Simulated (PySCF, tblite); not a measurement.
# C5H14GeSe: geometry, infrared bands and NMR shifts

Aim: predict the infrared bands and NMR shifts of C5H14GeSe (`CCCC[Se][GeH2][CH3]`).

Programs: tblite 0.8.0 and PySCF 2.14.0, with density-fitted response routines of our own. Each step states its level of theory. These are calculated values for one molecule in the gas phase, unless marked as measured. Atoms are numbered from 0 throughout.

## 1. The molecule as given

21 atoms, charge 0, multiplicity 1; geometry from: force field or distance geometry start.

Bonds of the start (Å): C0–C1 1.51, C1–C2 1.50, C2–C3 1.48, C3–Se4 1.94, Se4–Ge5 2.35, Ge5–C6 1.93, C0–H7 1.10, C0–H8 1.13, C0–H9 1.10, C1–H10 1.13, C1–H11 1.09, C2–H12 1.14, C2–H13 1.13, C3–H14 1.13, C3–H15 1.13, Ge5–H16 1.56, Ge5–H17 1.55, C6–H18 1.10, C6–H19 1.13, C6–H20 1.13.

## 2. Optimising the geometry with GFN2-xTB

The job: settings as JSON, then the geometry in Å.

```
{"job": {"kind": "relax", "xc": "GFN2-xTB", "basis": "xTB"}, "charge": 0, "multiplicity": 1}
C     -3.791500    -0.262100    -0.388100
C     -2.426900    -0.644300     0.133300
C     -1.688600     0.634800     0.375300
C     -0.307900     0.520100     0.889500
Se     0.895300    -0.487800    -0.251100
Ge     3.042200     0.451800    -0.140400
C      4.470300    -0.847600    -0.216500
H     -3.751500     0.157700    -1.404200
H     -4.148300     0.542200     0.319400
H     -4.536700    -1.069100    -0.331700
H     -2.533200    -1.251500     1.084600
H     -1.960300    -1.291700    -0.608200
H     -2.278700     1.278800     1.109500
H     -1.728000     1.242500    -0.581000
H      0.120600     1.562200     0.938000
H     -0.261100     0.155300     1.962300
H      3.153400     1.207700     1.220200
H      3.315400     1.474200    -1.267700
H      4.527000    -1.389800    -1.175800
H      5.475500    -0.339200    -0.105800
H      4.403800    -1.627000     0.592800
```

Started as:

```
$ OMP_NUM_THREADS=1 python probes_run.py task.json out
```

This one command runs all jobs of the session in turn.

**Question.** This job is followed by: GFN2-xTB harmonic vibrations, gas phase; GIAO PBE0/pcSseg-1 NMR shielding, non-relativistic, gas phase. What will the session give for the following? strongest single infrared mode (GFN2-xTB); zero-point energy (GFN2-xTB); 13C shifts against TMS (PBE0/pcSseg-1); 1H shifts against TMS (PBE0/pcSseg-1, means over atoms taken as alike); 77Se shifts against Me2Se (PBE0/pcSseg-1); 73Ge shifts against GeMe4 (PBE0/pcSseg-1); surface potential, 1st and 99th percentile.

**Answer**, as computed:

```
                                                              quantity                                   value
                             strongest single infrared mode (GFN2-xTB)                   1886 cm⁻¹, 563 km/mol
                                          zero-point energy (GFN2-xTB)                          107.3 kcal/mol
                                13C shifts against TMS (PBE0/pcSseg-1)        38.1, 35.4, 27.1, 16.7, -3.8 ppm
1H shifts against TMS (PBE0/pcSseg-1, means over atoms taken as alike)  4.86, 2.65, 1.62, 1.42, 1.04, 0.60 ppm
                             77Se shifts against Me2Se (PBE0/pcSseg-1)                                -247 ppm
                             73Ge shifts against GeMe4 (PBE0/pcSseg-1)                                 -80 ppm
                                 surface potential, 1st and 99th percentile                      -1.00 V and 0.81 V
```

**Reading.** The optimisation took 136 steps and gained 0.565 eV; among the close pairs (by a distance rule), C3–Se4 changed most, from 1.940 to 1.993 Å. The lowest mode is slightly imaginary (5i cm⁻¹), a soft motion within the noise of the Hessian, so the minimum is not strictly shown. The strongest single mode, at 1886 cm⁻¹, moves mainly H16 and H17. Unscaled tight-binding wavenumbers are off by several per cent, some by more. Its intensities can rank the bands wrongly. At PBE0/pcSseg-1: Shielding is most anisotropic at Se4 (span 1083 ppm, paramagnetic term -998 ppm). Spin-orbit coupling is left out, which matters for shieldings and couplings at and beside the heavy atoms.
